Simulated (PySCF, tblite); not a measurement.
**C₆H₈BBrF₂: geometry, infrared bands and NMR shifts**

What infrared bands and NMR shifts should C₆H₈BBrF₂ (`CC(/C=C/Br)=C\CB(F)F`) show?

Programs: tblite 0.8.0 and PySCF 2.14.0, with density-fitted response routines of our own. Each step states its level of theory. These are calculated values for one molecule in the gas phase, unless marked as measured. Atoms count from 0, in the outputs and in this text.

## 1. The starting structure

18 atoms, charge 0, multiplicity 1; geometry from: force field or distance geometry start.

Bonds of the start (Å): C0–C1 1.48, C1–C2 1.47, C2–C3 1.32, C3–Br4 1.93, C1–C5 1.33, C5–C6 1.47, C6–B7 1.60, B7–F8 1.44, B7–F9 1.46, C0–H10 1.12, C0–H11 1.08, C0–H12 1.13, C2–H13 1.10, C3–H14 1.07, C5–H15 1.11, C6–H16 1.08, C6–H17 1.13.

## 2. Relaxing the molecule with GFN2-xTB

Job settings and geometry (Å):

```
{"job": {"kind": "relax", "xc": "GFN2-xTB", "basis": "xTB"}, "charge": 0, "multiplicity": 1}
C      0.549900    -0.642500    -1.346100
C      0.541400    -0.102900     0.027600
C      1.731800     0.453600     0.689400
C      2.906300     0.558400     0.094200
Br     4.405800     1.308900     1.041200
C     -0.574300    -0.133700     0.746800
C     -1.855200    -0.666100     0.247800
B     -2.973800     0.482000     0.274700
F     -2.918800     1.370100     1.404000
F     -3.402300     1.028800    -1.006800
H     -0.122500     0.035600    -1.928900
H      1.520400    -0.789400    -1.792800
H      0.043200    -1.651500    -1.381000
H      1.684200     0.840800     1.714300
H      3.063900     0.214000    -0.907200
H     -0.583200     0.259600     1.788900
H     -1.811800    -1.161300    -0.714200
H     -2.213700    -1.398000     1.036600
```

Run with:

```bash
$ OMP_NUM_THREADS=1 python probes_run.py task.json out
```

This one command runs all jobs of the session in turn.

Standard output:

```text
step      E/eV     max force
  0    -863.14397    3.603
  1    -863.75695    2.378
  2    -863.99335    2.531
  3    -864.09036    0.930
  4    -864.14853    0.592
  5    -864.17513    0.602
  6    -864.19354    0.475
  7    -864.20431    0.279
  8    -864.21323    0.311
  9    -864.22061    0.241
 10    -864.22627    0.204
 11    -864.23103    0.188
 12    -864.23514    0.171
 13    -864.23909    0.144
 14    -864.24275    0.139
 15    -864.24581    0.124
 16    -864.24830    0.132
 17    -864.25040    0.134
 18    -864.25208    0.129
 19    -864.25336    0.088
 20    -864.25436    0.070
 21    -864.25509    0.063
 22    -864.25557    0.061
 23    -864.25593    0.044
 24    -864.25630    0.045
 25    -864.25670    0.049
 26    -864.25705    0.045
 27    -864.25731    0.036
 28    -864.25752    0.034
 29    -864.25778    0.044
 30    -864.25808    0.047
 31    -864.25836    0.046
 32    -864.25857    0.033
 33    -864.25873    0.032
 34    -864.25888    0.030
 35    -864.25904    0.033
 36    -864.25921    0.038
 37    -864.25939    0.038
 38    -864.25957    0.038
 39    -864.25975    0.034
 40    -864.25995    0.049
 41    -864.26018    0.058
 42    -864.26046    0.050
 43    -864.26071    0.036
 44    -864.26087    0.035
 45    -864.26098    0.043
 46    -864.26114    0.046
 47    -864.26138    0.049
 48    -864.26174    0.064
 49    -864.26216    0.060
 50    -864.26259    0.052
 51    -864.26303    0.050
 52    -864.26345    0.041
 53    -864.26384    0.043
 54    -864.26417    0.033
 55    -864.26440    0.035
 56    -864.26458    0.034
 57    -864.26476    0.030
 58    -864.26494    0.038
 59    -864.26515    0.047
 60    -864.26539    0.043
 61    -864.26568    0.041
 62    -864.26596    0.061
 63    -864.26624    0.048
 64    -864.26657    0.050
 65    -864.26715    0.049
 66    -864.26759    0.051
 67    -864.26816    0.045
 68    -864.26853    0.046
 69    -864.26888    0.063
 70    -864.26929    0.053
 71    -864.26981    0.048
 72    -864.27077    0.066
 73    -864.27134    0.059
 74    -864.27244    0.063
 75    -864.27358    0.094
 76    -864.27434    0.129
 77    -864.27583    0.091
 78    -864.27692    0.084
 79    -864.27874    0.113
 80    -864.27963    0.089
 81    -864.28138    0.109
 82    -864.28251    0.085
 83    -864.28355    0.158
 84    -864.28485    0.106
 85    -864.28617    0.076
 86    -864.28725    0.047
 87    -864.28759    0.043
 88    -864.28799    0.040
 89    -864.28825    0.052
 90    -864.28852    0.042
 91    -864.28873    0.033
 92    -864.28890    0.025
 93    -864.28901    0.022
 94    -864.28910    0.021
 95    -864.28919    0.023
 96    -864.28931    0.031
 97    -864.28944    0.033
 98    -864.28956    0.025
 99    -864.28966    0.021
100    -864.28974    0.017
101    -864.28984    0.023
102    -864.28994    0.023
103    -864.29004    0.025
104    -864.29013    0.030
105    -864.29022    0.026
106    -864.29033    0.032
107    -864.29048    0.037
108    -864.29068    0.034
109    -864.29090    0.032
110    -864.29106    0.025
111    -864.29114    0.022
112    -864.29119    0.016
113    -864.29124    0.015
114    -864.29130    0.018
115    -864.29136    0.021
116    -864.29142    0.022
117    -864.29151    0.026
118    -864.29169    0.032
119    -864.29210    0.057
120    -864.29278    0.077
121    -864.29369    0.078
122    -864.29445    0.130
123    -864.29530    0.076
124    -864.29593    0.079
125    -864.29642    0.094
126    -864.29718    0.097
127    -864.29769    0.059
128    -864.29790    0.037
129    -864.29808    0.045
130    -864.29832    0.035
131    -864.29872    0.040
132    -864.29902    0.042
133    -864.29924    0.039
134    -864.29953    0.042
135    -864.29975    0.046
136    -864.30001    0.030
137    -864.30019    0.023
138    -864.30035    0.021
139    -864.30047    0.019
140    -864.30058    0.019
141    -864.30066    0.023
142    -864.30077    0.024
143    -864.30091    0.025
144    -864.30107    0.026
145    -864.30119    0.029
146    -864.30129    0.025
147    -864.30138    0.024
148    -864.30151    0.023
149    -864.30163    0.022
150    -864.30175    0.025
151    -864.30190    0.029
152    -864.30219    0.041
153    -864.30256    0.065
154    -864.30349    0.061
155    -864.30522    0.153
156    -864.30442    0.196
157    -864.30699    0.067
158    -864.30746    0.072
159    -864.30812    0.048
160    -864.30868    0.040
161    -864.30882    0.042
162    -864.30903    0.028
163    -864.30930    0.019
164    -864.30943    0.020
165    -864.30955    0.023
166    -864.30961    0.018
167    -864.30965    0.011
168    -864.30966    0.008
```

It took 2.3 s on 1 thread of Arm Neoverse N1, shared host; peak memory 0.18 GiB.

Along the way: (not every step is listed)

```csv
step,energy from step 0 (eV),largest force (eV/Å)
0,0.0000,3.6034
1,-0.6130,2.3785
2,-0.8494,2.5309
3,-0.9464,0.9303
4,-1.0046,0.5918
5,-1.0312,0.6019
6,-1.0496,0.4750
7,-1.0603,0.2790
8,-1.0693,0.3109
23,-1.1120,0.0439
38,-1.1156,0.0379
53,-1.1199,0.0435
68,-1.1246,0.0460
83,-1.1396,0.1584
98,-1.1456,0.0250
113,-1.1473,0.0149
128,-1.1539,0.0370
143,-1.1569,0.0254
158,-1.1635,0.0724
163,-1.1653,0.0186
164,-1.1655,0.0205
165,-1.1656,0.0228
166,-1.1656,0.0180
167,-1.1657,0.0110
168,-1.1657,0.0079
```

Close pairs (by a distance rule), those that changed most:

```csv
bond,before (Å),after (Å),change (Å)
B7–F9,1.458,1.317,-0.141
B7–F8,1.438,1.316,-0.122
C0–H12,1.130,1.084,-0.046
C6–H17,1.134,1.089,-0.045
C3–Br4,1.926,1.891,-0.035
C5–C6,1.474,1.507,+0.033
C5–H15,1.114,1.081,-0.033
C0–H10,1.119,1.088,-0.030
```

The end geometry stands in the next job.

## 3. Vibrational analysis with GFN2-xTB

Job settings and geometry (Å):

```
{"job": {"kind": "ir", "xc": "GFN2-xTB", "basis": "xTB"}, "charge": 0, "multiplicity": 1}
C      0.464344    -0.393560    -1.364480
C      0.494107    -0.082609     0.102187
C      1.734923     0.422632     0.663388
C      2.866115     0.594373    -0.015603
Br     4.439052     1.250864     0.802613
C     -0.549237    -0.259532     0.925015
C     -1.905868    -0.801057     0.552711
B     -2.775168     0.423965     0.050824
F     -3.428851     1.220243     0.869167
F     -2.848261     0.777696    -1.215778
H      0.796971     0.473271    -1.932525
H      1.132905    -1.224279    -1.588778
H     -0.535839    -0.646077    -1.697850
H      1.713696     0.663087     1.717921
H      3.000229     0.382014    -1.062352
H     -0.449091     0.028098     1.962380
H     -1.810489    -1.564937    -0.217588
H     -2.348298    -1.257875     1.437092
```

Standard output:

```text
mode    cm-1     km/mol
  1      25.1      0.05
  2      32.8      0.50
  3      45.1      1.43
  4      88.0      1.03
  5     112.7      1.58
  6     127.8      0.33
  7     160.9      0.36
  8     233.1      1.65
  9     245.1      0.64
 10     290.3      0.17
 11     343.1      0.05
 12     402.3      6.23
 13     437.9     29.74
 14     475.4      3.21
 15     524.2     21.14
 16     577.3     69.88
 17     703.2      5.49
 18     726.8     18.92
 19     755.0      6.73
 20     828.7     13.00
 21     839.9      7.50
 22     889.0      0.96
 23     974.9     20.80
 24    1011.7      0.04
 25    1040.9      1.16
 26    1086.9     69.86
 27    1118.5     23.56
 28    1193.2      8.40
 29    1207.3     82.53
 30    1231.2      4.27
 31    1254.0    513.55
 32    1292.9    302.67
 33    1297.7    114.31
 34    1344.6      5.55
 35    1402.5     11.91
 36    1459.0     15.52
 37    1476.2      4.08
 38    1496.2      3.26
 39    1616.1     27.49
 40    1666.4     33.60
 41    3006.5     24.22
 42    3010.1      9.47
 43    3012.2      9.53
 44    3026.4     19.41
 45    3066.6      0.87
 46    3071.2     46.46
 47    3084.1     18.18
 48    3107.3     16.87
```

Run time: 1.3 s. Hardware: 1 thread of Arm Neoverse N1, shared host; peak memory 0.18 GiB.

Which atoms move in the most intense modes:

```csv
cm⁻¹,km/mol,atoms
577,69.9,"B7 43 %, C5 15 %, C6 10 %"
1087,69.9,"C6 19 %, C5 17 %, H17 15 %, H15 12 %"
1207,82.5,"H17 47 %, H16 22 %, C6 21 %"
1254,513.5,"B7 68 %, F9 12 %"
1293,302.7,"B7 56 %, H13 12 %, F8 11 %"
1298,114.3,"H13 30 %, C1 16 %, B7 15 %, C2 14 %"
1666,33.6,"C1 47 %, C5 44 %"
3071,46.5,"H15 49 %, H13 42 %"
```

## 4. Nuclear shieldings: PBE0/pcSseg-1

Same as in step 3 but for these lines:

```diff
@@ -1,2 +1,2 @@
-{"job": {"kind": "ir", "xc": "GFN2-xTB", "basis": "xTB"}, "charge": 0, "multiplicity": 1}
+{"job": {"kind": "nmr", "xc": "PBE0", "basis": "pcSseg-1"}, "charge": 0, "multiplicity": 1}
 C      0.464344    -0.393560    -1.364480
```

Method: GIAO PBE0/pcSseg-1 NMR shielding, non-relativistic, gas phase.

Standard output:

```text
coarse grid: 73968 points
cycle   1  E = -3031.0250697918  dE =  6.461e-02  |g| = 9.572e-01  |ddm| = 4.054e+00
cycle   2  E = -3030.9764250744  dE =  4.864e-02  |g| = 9.726e-01  |ddm| = 9.798e-01
cycle   3  E = -3031.1113619654  dE = -1.349e-01  |g| = 2.048e-01  |ddm| = 6.895e-01
cycle   4  E = -3031.1177116710  dE = -6.350e-03  |g| = 7.469e-02  |ddm| = 1.957e-01
cycle   5  E = -3031.1189191886  dE = -1.208e-03  |g| = 2.070e-02  |ddm| = 7.602e-02
cycle   6  E = -3031.1190095132  dE = -9.032e-05  |g| = 5.454e-03  |ddm| = 2.039e-02
cycle   7  E = -3031.1190165920  dE = -7.079e-06  |g| = 1.684e-03  |ddm| = 6.395e-03
final grid: 157720 points
cycle   8  E = -3031.1190403366  dE =  1.669e-06  |g| = 3.066e-03  |ddm| = 4.625e-03
cycle   9  E = -3031.1190338835  dE =  6.453e-06  |g| = 5.822e-03  |ddm| = 7.953e-03
cycle  10  E = -3031.1190427735  dE = -8.890e-06  |g| = 2.786e-04  |ddm| = 5.324e-03
cycle  11  E = -3031.1190427925  dE = -1.899e-08  |g| = 4.453e-05  |ddm| = 2.685e-04
cycle  12  E = -3031.1190427929  dE = -4.438e-10  |g| = 1.231e-05  |ddm| = 5.260e-05
converged SCF energy = -3031.1190427929

GIAO shielding tensors (ppm)
atom      isotropic    diamagn.    paramagn.     s11        s22        s33       span
  0 C      172.841     249.180     -76.339    159.187    176.877    182.458     23.271
  1 C       43.513     260.977    -217.464    -63.005     36.255    157.289    220.294
  2 C       37.407     251.223    -213.816    -65.413     56.494    121.141    186.554
  3 C       58.838     250.672    -191.834    -25.841     71.277    131.079    156.920
  4 Br    2100.001    3120.913   -1020.911   1589.992   1863.960   2846.052   1256.060
  5 C       55.656     257.341    -201.685    -35.462     62.879    139.552    175.014
  6 C      168.438     254.403     -85.965    150.456    176.113    178.745     28.289
  7 B       75.577     192.733    -117.156     57.401     80.255     89.075     31.674
  8 F      241.546     465.864    -224.317     76.327    290.211    358.100    281.773
  9 F      245.800     468.766    -222.966     82.846    296.390    358.164    275.318
 10 H       30.040      31.527      -1.487     25.681     29.241     35.197      9.516
 11 H       30.022      30.590      -0.568     25.618     28.318     36.129     10.511
 12 H       29.374      32.668      -3.295     24.218     29.568     34.335     10.116
 13 H       24.894      32.216      -7.322     21.398     21.595     31.689     10.291
 14 H       25.467      30.407      -4.940     19.573     24.624     32.204     12.631
 15 H       26.018      35.457      -9.439     22.497     25.536     30.022      7.524
 16 H       29.475      32.169      -2.694     25.527     29.409     33.491      7.964
 17 H       29.744      29.328       0.416     26.035     27.483     35.714      9.678
```

Wall time 84 s (1 thread of Arm Neoverse N1, shared host); peak memory 1.1 GiB.

The references, computed at this level on geometries of the same kind, shield at (ppm): ¹H TMS 31.72, ¹³C TMS 186.9, ¹⁹F CFCl3 170.9, ¹¹B BF3·OEt2 100.1, ⁷⁹Br HBr 2622. Their shielding less the atom's gives the shift. The references are single molecules in the gas phase, so shifts against H2O, NH3, PH3, H3PO4 or CFCl3 are not on the usual liquid scales and can be off by tens of ppm. Atoms listed in one row are averaged.

```csv
atoms,environment,σ (ppm),δ (ppm),δ scaled to CDCl3
C2,alkene CH,37.4,149.5,144.0
C1,fully substituted alkene carbon,43.5,143.4,138.1
C5,alkene CH,55.7,131.3,126.2
C3,alkene CH,58.8,128.1,108.2
C6,allylic sp3 CH2 bonded to B,168.4,18.5,16.1
C0,allylic methyl carbon,172.8,14.1,11.8
H13,hydrogen on an alkene CH,24.89,6.82,6.54
H14,hydrogen on an alkene CH,25.47,6.25,6.00
H15,hydrogen on an alkene CH,26.02,5.70,5.48
"H16, H17",hydrogen on an allylic sp3 CH2 bonded to B,29.61,2.11,2.09
"H10, H11, H12",hydrogen on an allylic methyl carbon,29.81,1.91,1.90
Br4,bromine bonded to C,2100,522,–
B7,"boron bonded to C, 2 F",75.6,24.5,–
"F8, F9",fluorine bonded to B,243.7,-72.7,–
```

The scaled column applies a straight-line fit of computed shieldings to shifts measured in CDCl3, with any fitted terms for Cl, Br or S neighbours, and one for carbons that bear F (root-mean-square error 0.16 ppm for H, 1.9 ppm for C).

The run also stored atomic charges by several schemes (e):

```csv
atoms,Mulliken,IAO,Hirshfeld,ESP fit
C0,-0.16,-0.43,-0.12,-0.42
C1,-0.30,0.01,0.01,0.29
C2,0.02,-0.14,-0.06,-0.20
C3,-0.16,-0.24,-0.05,-0.29
Br4,-0.10,0.01,-0.03,-0.04
C5,-0.20,-0.14,-0.04,-0.28
C6,-0.37,-0.46,-0.15,-0.45
B7,0.78,0.74,0.32,0.70
"F8, F9",-0.29,-0.31,-0.14,-0.28
```

Mayer bond orders: C0–C1 1.08, C1–C2 1.11, C2–C3 1.72, C3–Br4 1.06, C1–C5 1.74, C5–C6 1.06, C6–B7 0.94, B7–F8 1.13, B7–F9 1.11.

## 5. Results

| quantity | value |
| --- | --- |
| strongest single infrared mode (GFN2-xTB) | 1254 cm⁻¹, 514 km/mol |
| zero-point energy (GFN2-xTB) | 80.7 kcal/mol |
| ¹³C shifts against TMS (PBE0/pcSseg-1) | 149.5, 143.4, 131.3, 128.1, 18.5, 14.1 ppm |
| ¹H shifts against TMS (PBE0/pcSseg-1, means over atoms taken as alike) | 6.82, 6.25, 5.70, 2.11, 1.91 ppm |
| ⁷⁹Br shifts against HBr (PBE0/pcSseg-1) | 522 ppm |
| ¹¹B shifts against BF3·OEt2 (PBE0/pcSseg-1) | 24.5 ppm |
| ¹⁹F shifts against CFCl3 (PBE0/pcSseg-1, means over atoms taken as alike) | -72.7 ppm |

In words: Over 168 steps the energy fell by 1.166 eV; of the close pairs, B7–F9 changed most, 1.458 to 1.317 Å. No mode is imaginary among the 48: a minimum at this level. The strongest single mode, at 1254 cm⁻¹, moves mainly B7. Unscaled tight-binding wavenumbers are off by several per cent, some by more. Its intensities can rank the bands wrongly. C3 stands next to heavy halogen, whose spin-orbit shielding this run leaves out, so the computed shift lies too far downfield, most of all for carbon beside Br or I. At PBE0/pcSseg-1: The widest tensor belongs to Br4: span 1256 ppm, with a paramagnetic part of -1021 ppm. Spin-orbit coupling is left out, which matters for shieldings and couplings at and beside the heavy atoms.
